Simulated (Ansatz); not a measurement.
**ZnSi (triplet): RPA-PBE over vertical spin and charge gaps, def2-SVP**

How well do these functionals follow the top wave-function level for ZnSi (triplet) over vertical spin and charge gaps?

The runs use Ansatz 0.2.0, Gaussian basis; def2-SVP, all electrons in the functionals, frozen cores in the correlation of double hybrids and RPA.

To be run: RPA-PBE, at charge 0, triplet; charge 0, singlet; charge 0, quintet; charge 1, doublet; charge 1, quartet.

23 further runs of the same task are left out: 1 for a mislabelled method, 7 that didn't finish, 15 set aside as unsound or not needed.

## (1) The geometry

The geometry is a PBE0/def2-TZVP stationary point (not a proven minimum).

2 atoms, charge 0, spin multiplicity 3.

Atoms are counted from 1 here; the program's logs count them from 0.

Bond lengths: Zn1–Si2 2.393 Å.

No dispersion term is added.

The geometry shown and the zero of energy belong to the point charge 0, triplet. The yardstick, UCCSDT(Q), and other wave-function levels (R restricted, U unrestricted, valence and pair active spaces) come from earlier runs.

## (2) RPA-PBE, charge 0, triplet

The input, in.yaml:

```yaml
crystal:
  periodic: [false, false, false]
  atoms:
    - {symbol: Zn, position_ang: [0.000000, 0.000000, 0.000000]}
    - {symbol: Si, position_ang: [0.000000, 0.000000, 2.393200]}
basis:
  gaussian: {orbitals: def2-SVP}
magnetization: {spin_polarized: true, initial_magnetization: 2}
hamiltonian: {xc: {name: PBE}}
correlation: {method: rpa, electrons: outside_noble_gas}
```

Command:

```bash
> ansatz run in.yaml --threads 1 --pin off --events-out ev --progress --plain --max-ram 2393MiB
```

The program printed:

```text
Functional definition: PBE
  name "PBE"
  cite "Perdew, Burke & Ernzerhof, Phys. Rev. Lett. 77, 3865 (1996) doi:10.1103/PhysRevLett.77.3865"
  parent pbe
  parameter kappa = 0.804
  parameter beta = 0.06672455060314922
  exchange = pbe_x(kappa = kappa, mu = beta*pi^2/3)
  correlation = pbe_c(beta = beta)
462 factors; integrals over basis functions are off by at most 9.2e-4 eV
mean field evaluation 1: about -56270.4304 eV, gradient 2.7e1 eV
mean field evaluation 2: about -56270.4259 eV, gradient 2.7e1 eV
mean field evaluation 4: about -56272.7182 eV, gradient 8.5e0 eV
mean field evaluation 8: about -56273.6698 eV, gradient 3.9e-2 eV
mean field evaluation 16: about -56273.6687 eV, gradient 7.5e-5 eV
mean field evaluation 32: about -56273.6701 eV, gradient 2.0e-1 eV
mean field evaluation 64: about -56264.8655 eV, gradient 2.0e1 eV
mean field -56273.66869595 eV, -2068.0191809136 hartree, gradient 6.6e-6 eV, S^2 2.013709; 7 other end points of the search recorded, 0 dependent functions left out
14 core orbitals not correlated: weight in the atoms' cores, before any rotation towards them, 1.000 or more for the frozen orbitals, at most 0.000 for the correlated occupied ones
reference -56226.75961023 eV, -2066.2953038096 hartree; 9, 7 occupied and 26, 28 virtual orbitals, 462 factors
Total energy: -56240.22333393 eV, -2066.7900865293 hartree
```

Run time: 3 s. Hardware: 1 thread of Intel Xeon 6975P-C, shared host.

From the report: ⟨S²⟩ of the determinant 2.014 (pure triplet: 2.00).

## (3) RPA-PBE, charge 0, singlet

in.yaml: that of step 2 with these lines changed.

```diff
@@ -7,3 +7,3 @@
   gaussian: {orbitals: def2-SVP}
-magnetization: {spin_polarized: true, initial_magnetization: 2}
+magnetization: {spin_polarized: true, initial_magnetization: 0}
 hamiltonian: {xc: {name: PBE}}
```

Launched as before.

The program printed, cut to the lines that bear on the results:

```text
Functional definition: PBE
  name "PBE"
  cite "Perdew, Burke & Ernzerhof, Phys. Rev. Lett. 77, 3865 (1996) doi:10.1103/PhysRevLett.77.3865"
  parent pbe
[...]
462 factors; integrals over basis functions are off by at most 9.2e-4 eV
[...]
mean field -56273.39596440 eV, -2068.0091582140 hartree, gradient 3.7e-6 eV, S^2 1.006559; 18 other end points of the search recorded, 0 dependent functions left out
14 core orbitals not correlated: weight in the atoms' cores, before any rotation towards them, 1.000 or more for the frozen orbitals, at most 0.000 for the correlated occupied ones
reference -56226.32127066 eV, -2066.2791951272 hartree; 8, 8 occupied and 27, 27 virtual orbitals, 462 factors
Total energy: -56239.91441976 eV, -2066.7787341432 hartree
```

Wall time 9.5 s (1 thread of Intel Xeon 6975P-C, shared host).

From the report: ⟨S²⟩ of the determinant 1.007 (pure singlet: 0.00). The determinant is far from a pure spin state, so its energy mixes those of several spin states (harmless only where they are near-degenerate, as at dissociation).

From charge 0, triplet: +29.8 kJ/mol.

## (4) RPA-PBE, charge 0, quintet

in.yaml: that of step 3 with these lines changed.

```diff
@@ -7,3 +7,3 @@
   gaussian: {orbitals: def2-SVP}
-magnetization: {spin_polarized: true, initial_magnetization: 0}
+magnetization: {spin_polarized: true, initial_magnetization: 4}
 hamiltonian: {xc: {name: PBE}}
```

Same command.

The program printed, cut to the lines that bear on the results:

```text
Functional definition: PBE
  name "PBE"
  cite "Perdew, Burke & Ernzerhof, Phys. Rev. Lett. 77, 3865 (1996) doi:10.1103/PhysRevLett.77.3865"
  parent pbe
[...]
462 factors; integrals over basis functions are off by at most 9.2e-4 eV
[...]
mean field -56271.67096987 eV, -2067.9457658343 hartree, gradient 1.5e-6 eV, S^2 6.000958; 0 other end points of the search recorded, 0 dependent functions left out
14 core orbitals not correlated: weight in the atoms' cores, before any rotation towards them, 1.000 or more for the frozen orbitals, at most 0.000 for the correlated occupied ones
reference -56226.16087585 eV, -2066.2733007267 hartree; 10, 6 occupied and 25, 29 virtual orbitals, 462 factors
Total energy: -56238.48599783 eV, -2066.7262406053 hartree
```

Run time: 0.9 s. Hardware: 1 thread of Intel Xeon 6975P-C, shared host.

From the report: ⟨S²⟩ of the determinant 6.001 (pure quintet: 6.00).

From charge 0, triplet: +167.6 kJ/mol.

## (5) RPA-PBE, charge 1, doublet

in.yaml: that of step 4 with these lines changed.

```diff
@@ -7,3 +7,4 @@
   gaussian: {orbitals: def2-SVP}
-magnetization: {spin_polarized: true, initial_magnetization: 4}
+total_charge: 1
+magnetization: {spin_polarized: true, initial_magnetization: 1}
 hamiltonian: {xc: {name: PBE}}
```

Launched as before.

The program printed, cut to the lines that bear on the results:

```text
Functional definition: PBE
  name "PBE"
  cite "Perdew, Burke & Ernzerhof, Phys. Rev. Lett. 77, 3865 (1996) doi:10.1103/PhysRevLett.77.3865"
  parent pbe
[...]
462 factors; integrals over basis functions are off by at most 9.2e-4 eV
[...]
mean field -56266.44519946 eV, -2067.7537223138 hartree, gradient 1.9e-6 eV, S^2 0.755152; 11 other end points of the search recorded, 0 dependent functions left out
14 core orbitals not correlated: weight in the atoms' cores, before any rotation towards them, 1.000 or more for the frozen orbitals, at most 0.000 for the correlated occupied ones
reference -56220.25955796 eV, -2066.0564312944 hartree; 8, 7 occupied and 27, 28 virtual orbitals, 462 factors
Total energy: -56233.33268544 eV, -2066.5368598679 hartree
```

Wall time 4.2 s (1 thread of Intel Xeon 6975P-C, shared host).

From the report: ⟨S²⟩ of the determinant 0.755 (pure doublet: 0.75).

From charge 0, triplet: +664.8 kJ/mol.

## (6) RPA-PBE, charge 1, quartet

in.yaml: that of step 5 with these lines changed.

```diff
@@ -8,3 +8,3 @@
 total_charge: 1
-magnetization: {spin_polarized: true, initial_magnetization: 1}
+magnetization: {spin_polarized: true, initial_magnetization: 3}
 hamiltonian: {xc: {name: PBE}}
```

Same command.

The program printed, cut to the lines that bear on the results:

```text
Functional definition: PBE
  name "PBE"
  cite "Perdew, Burke & Ernzerhof, Phys. Rev. Lett. 77, 3865 (1996) doi:10.1103/PhysRevLett.77.3865"
  parent pbe
[...]
462 factors; integrals over basis functions are off by at most 9.2e-4 eV
[...]
mean field -56264.70100606 eV, -2067.6896243886 hartree, gradient 4.1e-7 eV, S^2 3.753078; 7 other end points of the search recorded, 0 dependent functions left out
14 core orbitals not correlated: weight in the atoms' cores, before any rotation towards them, 1.000 or more for the frozen orbitals, at most 0.000 for the correlated occupied ones
reference -56219.47651482 eV, -2066.0276549897 hartree; 9, 6 occupied and 26, 29 virtual orbitals, 462 factors
Total energy: -56231.69378524 eV, -2066.4766313967 hartree
```

Wall time 3.2 s (1 thread of Intel Xeon 6975P-C, shared host).

From the report: ⟨S²⟩ of the determinant 3.753 (pure quartet: 3.75).

From charge 0, triplet: +823.0 kJ/mol.

## (7) Against the wave-function levels

The yardstick is UCCSDT(Q), where the cluster series has nearly closed. It comes from earlier runs at the same points. Energies in kJ/mol, counted from charge 0, triplet; blanks weren't run or aren't comparable.

```tsv
level	triplet to singlet	triplet to quintet	ionisation to the doublet cation	ionisation to the quartet cation
UCCSDT(Q)		149.8	668.6	810.2
RPA-PBE	29.8	167.6	664.8	823.0
```

Largest miss and mean time a point (UCCSDT(Q) took 27 s a point; shared hosts):

```tsv
level	largest miss (kJ/mol)	where	time a point
RPA-PBE	+17.9	triplet to quintet	4.2 s
```

## (8) Summary of results

```
                                   quantity                              value
              triplet to quintet, UCCSDT(Q)                       149.8 kJ/mol
ionisation to the doublet cation, UCCSDT(Q)                       668.6 kJ/mol
ionisation to the quartet cation, UCCSDT(Q)                       810.2 kJ/mol
                      largest miss, RPA-PBE  +17.9 kJ/mol (triplet to quintet)
```

What this shows: Misses are known at 3 of 4 points at best, and only functionals with that many are ranked. RPA-PBE strays by up to 17.9 kJ/mol, at triplet to quintet. RPA-PBE clearly breaks the spin symmetry at some points (⟨S²⟩ up to 1.01 above the pure value), so energy there is bought with a mixed spin. Functionals and the yardstick converge differently with the basis, so part of each miss in def2-SVP is the basis. The program flags that the yardstick's amplitudes may have other solutions at some points.
